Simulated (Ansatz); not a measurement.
# CuPt: stiffness from strained cells

Aim: the elastic tensor from the stress of slightly strained cells, and the moduli that follow. Runs: cell and atoms relaxed (PAW); reference run (PAW).

Computed with Ansatz 0.2.0 (DFT PBEsol, frozen-core PAW, scalar-relativistic unless said, unless a step's input says otherwise).

1 further run of the same task is left out (it didn't finish).

### 1 The system as given

It takes space group R-3m (No. 166, trigonal). The conventional cell has a = 2.725 Å, b = 2.725 Å, c = 12.733 Å, α = 90.00°, β = 90.00°, γ = 120.00°. Cu (site symmetry -3m) has 6 Pt at 2.64 Å and 6 Cu at 2.72 Å as nearest neighbours. Around Pt (site symmetry -3m) lie 6 Cu at 2.64 Å and 6 Pt at 2.72 Å.

Structure file:

```
Cu Pt
1.0
     1.36230    0.78652    4.24445
    -1.36230    0.78652    4.24445
     0.00000   -1.57305    4.24445
Cu Pt
1 1
Direct
  0.00000 0.00000 0.00000
  0.50000 0.50000 0.50000
```

Cartesian axes are those of the input's lattice vectors. The structure goes back to a database entry.

### 2 Cell and atoms relaxed, PAW

input.yaml

```yaml
crystal:
  lattice:
    - [1.36229697058, 0.78652252268, 4.24445499]
    - [-1.36229697058, 0.78652252268, 4.24445499]
    - [0.0, -1.57304504536, 4.24445499]
  atoms:
    - { symbol: Cu, position: [0.0, 0.0, 0.0] }
    - { symbol: Pt, position: [0.5, 0.5, 0.5] }
kpoints:
  mp_grid: { grid: [18, 18, 18] }
scf:
  occupations: { method: fermi_dirac, width: 0.08 }
hamiltonian:
  xc: pbesol
  pseudopotentials: { kind: paw }
relax:
  f_tol: 0.002
  max_steps: 80
  cell: {}
output:
  forces: true
  stress: true
```

The run is started by

```bash
$ ansatz run input.yaml --threads 1 --pin off --max-ram 2048MiB --backend cpu --events-out ev --progress --plain --runs-dir out
```

### 4 Reference run, PAW

input.yaml

```yaml
crystal:
  lattice:
    - [1.3507425444, 0.77985157162, 4.24211425969]
    - [-1.3507425444, 0.77985157162, 4.24211425969]
    - [0.0, -1.55970314323, 4.24211425969]
  atoms:
    - { symbol: Cu, position: [0.0, 0.0, 0.0] }
    - { symbol: Pt, position: [0.5, 0.5, 0.5] }
kpoints:
  mp_grid: { grid: [18, 18, 18] }
scf:
  occupations: { method: fermi_dirac, width: 0.08 }
hamiltonian:
  xc: pbesol
  pseudopotentials: { kind: paw }
elastic:
  mode: relaxed_ion
  stencil: four_point
  amplitude: 0.005
```

(Steps that only read results are left out.)

What does the calculation give? Wanted: C11; C12; C13; C14; C33; C44; bulk, shear and Young's modulus; Debye temperature from sound speeds; universal anisotropy index.

The runs gave:

```
                           quantity             value
                          C11 (PAW)           387 GPa
                          C12 (PAW)           163 GPa
                          C13 (PAW)           153 GPa
                          C14 (PAW)           -26 GPa
                          C33 (PAW)           351 GPa
                          C44 (PAW)            63 GPa
    bulk, shear and Young's modulus  229, 85, 226 GPa
Debye temperature from sound speeds             319 K
         universal anisotropy index              0.87
```

All eigenvalues are positive, so the crystal is mechanically stable; by PAW K = 229 and G = 85 GPa, K/G = 2.71, on the ductile side of Pugh's rough line at 1.75, which was drawn for metals. Young's modulus runs from 147 to 311 GPa with direction. Cautions: frozen-core PAW files fitted under PBE, their cores solved anew for the functional of the run; responses of metals move with mesh and smearing; no spin-orbit coupling on heavy atoms.
